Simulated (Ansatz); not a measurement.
**H₂Br (doublet): correlated methods under varied settings at distance H1–H2 along a hydrogen transfer = 0.835 Å**

What do other methods and options give for H₂Br (doublet) at this geometry, and how long do they take?

The runs use Ansatz 0.2.0, Gaussian basis; the settings change from run to run.

7 further runs of the same task are left out: 6 that didn't finish, 1 set aside as unsound or not needed.

### Step 1. What is computed

The geometry derives from fragments relaxed apart (PBE0/def2-TZVP) and kept rigid, so it is no stationary point. A hydrogen atom is moved between rigid fragments. No spin-orbit coupling is included. The filled d shell of Br may be among the frozen orbitals whatever the setting's name suggests; the logs give the count.

3 atoms, charge 0, spin multiplicity 2.

Atoms are counted from 1 here; the program's logs count them from 0.

Bond lengths: H1–H2 0.835 Å, H2–Br3 1.756 Å. Angles: H1–H2–Br3 180.0°.

### Step 2. NEVPT4(SD)(5,3)/6-31G

File in.yaml:

```yaml
crystal:
  periodic: [false, false, false]
  atoms:
    - {symbol: H, position_ang: [0.000000, 0.000000, -1.142000]}
    - {symbol: H, position_ang: [0.000000, 0.000000, -0.307000]}
    - {symbol: Br, position_ang: [0.000000, 0.000000, 1.449000]}
basis:
  gaussian: {orbitals: 6-31G, fitting: {mean_field: def2-universal-jkfit}}
magnetization: {spin_polarized: false, initial_magnetization: 1}
correlation: {method: fic_nevpt4_sd, electrons: outside_noble_gas, active_space: {window: {electrons: 5, orbitals: 3}}}
accuracy: high
```

Run with:

```bash
$ ansatz run in.yaml --threads 1 --pin off --events-out ev --progress --plain --max-ram 2393MiB
```

The log of the run:

```text
Functional definition: HF
  name "HF"
  cite "Fock, Z. Phys. 61, 126 (1930) doi:10.1007/BF01340294"
  parent pbe
  exchange = exact_x
  correlation = 0
302 factors; integrals over basis functions are off by at most 5.5e-2 eV
mean field evaluation 1: about -70017.8043 eV, gradient 8.0e0 eV
mean field evaluation 2: about -70018.2931 eV, gradient 3.5e0 eV
mean field evaluation 4: about -70018.3996 eV, gradient 7.3e-1 eV
mean field evaluation 8: about -70018.4159 eV, gradient 1.3e-8 eV
mean field evaluation 16: about -70018.3455 eV, gradient 3.2e0 eV
mean field evaluation 32: about -70018.4159 eV, gradient 1.3e-8 eV
mean field -70018.41589363 eV, -2573.1293239038 hartree, gradient 1.3e-8 eV, S^2 0.750000; 7 other end points of the search recorded, 0 dependent functions left out
reference -70018.41589363 eV, -2573.1293239038 hartree; 19, 18 occupied and 14, 15 virtual orbitals, 302 factors
state -70018.41589363 eV, -2573.1293239038 hartree
state -70018.41589363 eV, -2573.1293239038 hartree; corrected -70020.15925714 eV, -2573.1933913314 hartree
WARN: 2 active orbitals are nearly empty or full. The corrections depend on them more than the energy does, and are more stable in an active space without them
Total energy: -70020.15925714 eV, -2573.1933913314 hartree
```

Run time: 0.99 s. Hardware: 1 thread of Arm Neoverse V1, shared host.

From the report: 1 determinant; active occupations 2.00, 2.00, 1.00. The report marks this result as in doubt.

### Step 3. NEVPT2(7,4)/6-31G

File in.yaml:

```yaml
crystal:
  periodic: [false, false, false]
  atoms:
    - {symbol: H, position_ang: [0.000000, 0.000000, -1.142000]}
    - {symbol: H, position_ang: [0.000000, 0.000000, -0.307000]}
    - {symbol: Br, position_ang: [0.000000, 0.000000, 1.449000]}
basis:
  gaussian: {orbitals: 6-31G}
magnetization: {spin_polarized: false, initial_magnetization: 1}
correlation: {method: sc_nevpt2, electrons: outside_noble_gas, active_space: {window: {electrons: 7, orbitals: 4}, states: [{multiplicity: 2, weights: [1, 1, 1]}]}}
scf: {lower_state_search: full}
```

Same command.

The log of the run, shortened:

```text
Functional definition: HF
  name "HF"
  cite "Fock, Z. Phys. 61, 126 (1930) doi:10.1007/BF01340294"
  parent pbe
[...]
493 factors; integrals over basis functions are off by at most 1.2e-7 eV
[...]
mean field -70018.41915631 eV, -2573.1294438054 hartree, gradient 9.8e-6 eV, S^2 0.750000; 10 other end points of the search recorded, 0 dependent functions left out
reference -70018.41915631 eV, -2573.1294438054 hartree; 19, 18 occupied and 14, 15 virtual orbitals, 493 factors
state -70018.38710835 eV, -2573.1282660646 hartree
state -70017.59908587 eV, -2573.0993067723 hartree
state -70017.59908587 eV, -2573.0993067723 hartree
state -70018.38710835 eV, -2573.1282660646 hartree; corrected -70019.66798115 eV, -2573.1753372718 hartree
state -70017.59908587 eV, -2573.0993067723 hartree; corrected -70018.70527825 eV, -2573.1399585928 hartree
state -70017.59908587 eV, -2573.0993067723 hartree; corrected -70018.70527825 eV, -2573.1399585928 hartree
WARN: 1 active orbitals are nearly empty or full. The corrections depend on them more than the energy does, and are more stable in an active space without them
Total energy: -70019.02617922 eV, -2573.1517514858 hartree
```

Wall time 1.1 s (1 thread of Arm Neoverse V1, shared host).

From the report: 2 determinants; active occupations (of the averaged states) 2.00, 1.67, 1.67, 1.67. The report marks this result as in doubt.

### Step 4. BCCD on UHF/6-31G

File in.yaml:

```yaml
crystal:
  periodic: [false, false, false]
  atoms:
    - {symbol: H, position_ang: [0.000000, 0.000000, -1.142000]}
    - {symbol: H, position_ang: [0.000000, 0.000000, -0.307000]}
    - {symbol: Br, position_ang: [0.000000, 0.000000, 1.449000]}
basis:
  gaussian: {orbitals: 6-31G}
magnetization: {spin_polarized: true, initial_magnetization: 1}
correlation: {method: bccd, electrons: outside_noble_gas}
accuracy: high
scf: {omitted_lower_state_checks: [cluster_reference]}
output: {forces: true}
```

The command is unchanged.

The log of the run, shortened:

```text
Functional definition: HF
  name "HF"
  cite "Fock, Z. Phys. 61, 126 (1930) doi:10.1007/BF01340294"
  parent pbe
[...]
486 factors; integrals over basis functions are off by at most 4.1e-9 eV
[...]
mean field -70018.56766098 eV, -2573.1349012514 hartree, gradient 1.4e-8 eV, S^2 0.774754; 7 other end points of the search recorded, 0 dependent functions left out
14 core orbitals not correlated: weight in the atoms' cores, before any rotation towards them, 1.000 or more for the frozen orbitals, at most 0.000 for the correlated occupied ones
reference -70018.56766098 eV, -2573.1349012514 hartree; 5, 4 occupied and 14, 15 virtual orbitals, 486 factors
second order -1.26366662 eV of doubles, -0.00000000 eV of singles
cycle   1  -1.51241252 eV  change   -2.5e-1 eV  update   4.0e-2
[...]
cycle  18  -1.63988561 eV  change   7.8e-10 eV  update  6.5e-10
[...]
Total energy: -70020.20754660 eV, -2573.1951659361 hartree
Atom 0 at     0.000000     0.000000    -1.142000 Å, force    -0.000000     0.000000     0.912155 eV/Å
Atom 1 at     0.000000     0.000000    -0.307000 Å, force    -0.000000    -0.000000    -2.526020 eV/Å
Atom 2 at     0.000000     0.000000     1.449000 Å, force     0.000000    -0.000000     1.613866 eV/Å
Dipole moment:     0.000000    -0.000000    -0.204559 e Å
Checks for a lower state left out: cluster_reference
```

It took 2.1 s on 1 thread of Arm Neoverse V1, shared host.

From the report: ⟨S²⟩ of the determinant 0.775 (pure doublet: 0.75); correlation -1.6399 eV; largest double amplitude 0.07.

### Step 5. NEVPT4(SD)(3,5)/def2-mTZVP

File in.yaml:

```yaml
crystal:
  periodic: [false, false, false]
  atoms:
    - {symbol: H, position_ang: [0.000000, 0.000000, -1.142000]}
    - {symbol: H, position_ang: [0.000000, 0.000000, -0.307000]}
    - {symbol: Br, position_ang: [0.000000, 0.000000, 1.449000]}
basis:
  gaussian: {orbitals: def2-mTZVP}
magnetization: {spin_polarized: false, initial_magnetization: 1}
correlation: {method: fic_nevpt4_sd, electrons: outside_noble_gas, active_space: {window: {electrons: 3, orbitals: 5}}}
```

The command is unchanged.

The log of the run, shortened:

```text
Functional definition: HF
  name "HF"
  cite "Fock, Z. Phys. 61, 126 (1930) doi:10.1007/BF01340294"
  parent pbe
[...]
393 factors; integrals over basis functions are off by at most 8.8e-4 eV
[...]
mean field -70028.10483297 eV, -2573.4853858574 hartree, gradient 3.0e-6 eV, S^2 0.750000; 9 other end points of the search recorded, 0 dependent functions left out
reference -70028.10483297 eV, -2573.4853858574 hartree; 19, 18 occupied and 23, 24 virtual orbitals, 393 factors
state -70028.95640431 eV, -2573.5166805271 hartree
state -70028.95640431 eV, -2573.5166805271 hartree; corrected -70032.54426047 eV, -2573.6485318088 hartree
state -70028.60746682 eV, -2573.5038573108 hartree
state -70028.60746682 eV, -2573.5038573108 hartree; corrected -70032.46296735 eV, -2573.6455443419 hartree
state -70028.95640431 eV, -2573.5166805271 hartree; corrected -70032.54426047 eV, -2573.6485318088 hartree
Total energy: -70032.54426047 eV, -2573.6485318088 hartree
```

Wall time 4.8 s (1 thread of Arm Neoverse V1, shared host).

From the report: 50 determinants; active occupations 1.96, 1.00, 0.03, 0.00, 0.00.

### Step 6. The runs in one table

Where basis and cores are those of an earlier FCI/6-31G run (-70020.2274 eV), and the state is the same kind, the miss against it is given. † marks a result that the program doubts.

| level | correlated | functions | energy (eV) | from FCI (meV) | time |
| --- | --- | --- | --- | --- | --- |
| NEVPT4(SD)(5,3)/6-31G † | outside noble gas | 33 | -70020.1593 | 68.2 | 0.99 s |
| NEVPT2(7,4)/6-31G (mean of several states) † | outside noble gas | 33 | -70019.0262 |  | 1.1 s |
| BCCD on UHF/6-31G | outside noble gas | 33 | -70020.2075 | 19.9 | 2.1 s |
| NEVPT4(SD)(3,5)/def2-mTZVP | outside noble gas | 42 | -70032.5443 |  | 4.8 s |

### Step 7. Summary of results

| quantity | value |
| --- | --- |
| runs | 4 |
| quickest | NEVPT4(SD)(5,3)/6-31G †, 0.99 s |
| slowest | NEVPT4(SD)(3,5)/def2-mTZVP, 4.8 s |

What this shows: Total energies in different bases, with other cores or another treatment of relativity can't be set against each other. NEVPT4(SD)(3,5)/def2-mTZVP took 5 times as long as NEVPT4(SD)(5,3)/6-31G †; the jobs differ in more than the method. Among the correlated runs with a miss given, it spans +20 to +68 meV.
